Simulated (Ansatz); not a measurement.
**AlH₇SiSn: basis-set convergence**

An exercise on one series of results from a longer session: the logs are not shown, and one member is left open.

Computed with Ansatz 0.2.0, Gaussian basis. Level: one geometry, several basis sets.

The runs, in order: PBE0-D4/def2-SVP; ωB97M-V/def2-SVP; PBE0-D4/def2-QZVPP; ωB97M-V/def2-QZVPP; the functionals' def2-TZVPP values are taken from earlier runs.

## The relaxed structure

An earlier PBE0-D4 in a triple-zeta def2 set relaxation fixed the geometry. Sn takes the def2 core potential; no spin-orbit term is included.

SMILES `[SiH3][AlH][SnH3]`, 10 atoms, charge 0, spin multiplicity 1.

Atoms are counted from 1 here; the program's logs count them from 0.

Bond lengths: Si1–Al2 2.456 Å, Si1–H4 1.492 Å, Si1–H5 1.489 Å, Si1–H6 1.492 Å, Al2–Sn3 2.662 Å, Al2–H7 1.590 Å, Sn3–H8 1.713 Å, Sn3–H9 1.712 Å, Sn3–H10 1.713 Å. Angles: Al2–Si1–H4 109.8°, Al2–Si1–H5 114.3°, Al2–Si1–H6 109.8°, H4–Si1–H5 107.9°, H4–Si1–H6 106.9°, H5–Si1–H6 107.8°, Si1–Al2–Sn3 119.8°, Si1–Al2–H7 121.6°, Sn3–Al2–H7 118.6°, Al2–Sn3–H8 112.0°, Al2–Sn3–H9 113.4°, Al2–Sn3–H10 111.9°, H8–Sn3–H9 106.4°, H8–Sn3–H10 106.2°, H9–Sn3–H10 106.4°.

The first run:

Contents of in.yaml:

```yaml
crystal:
  periodic: [false, false, false]
  atoms:
    - {symbol: Si, position_ang: [-1.727607, 1.016859, -0.987444]}
    - {symbol: Al, position_ang: [0.630941, 0.366064, -0.771792]}
    - {symbol: Sn, position_ang: [1.403794, -1.143735, 1.279557]}
    - {symbol: H, position_ang: [-2.584512, -0.202661, -1.056026]}
    - {symbol: H, position_ang: [-2.025795, 1.852509, -2.183846]}
    - {symbol: H, position_ang: [-2.154543, 1.780133, 0.221460]}
    - {symbol: H, position_ang: [1.723199, 0.824470, -1.833143]}
    - {symbol: H, position_ang: [2.607999, -0.374345, 2.224606]}
    - {symbol: H, position_ang: [0.128429, -1.541490, 2.349762]}
    - {symbol: H, position_ang: [2.081396, -2.629005, 0.759769]}
basis:
  gaussian: {orbitals: def2-SVP}
hamiltonian: {xc: pbe0, dispersion: d4}
output: {orbitals: {seedname: orbitals}}
```

Among the steps run: PBE0-D4 in def2-SVP; ωB97M-V in def2-SVP; PBE0-D4 in def2-QZVPP; ωB97M-V in def2-QZVPP.

One of the session's tables, all rows but one given; the rest of the session is left out.

It belongs to the step «Functionals by basis». 

```
functional       basis  HOMO (eV)  LUMO (eV)
   PBE0-D4    def2-SVP      -7.19      -2.50
   PBE0-D4  def2-TZVPP          ?          ?
   PBE0-D4  def2-QZVPP      -7.16      -2.51
   ωB97M-V    def2-SVP      -9.03      -0.81
   ωB97M-V  def2-TZVPP      -9.05      -0.86
   ωB97M-V  def2-QZVPP      -9.05      -0.91
```

**Question.** Estimate the row for PBE0-D4, def2-TZVPP.

**Answer.** HOMO (eV): -7.16; LUMO (eV): -2.50.
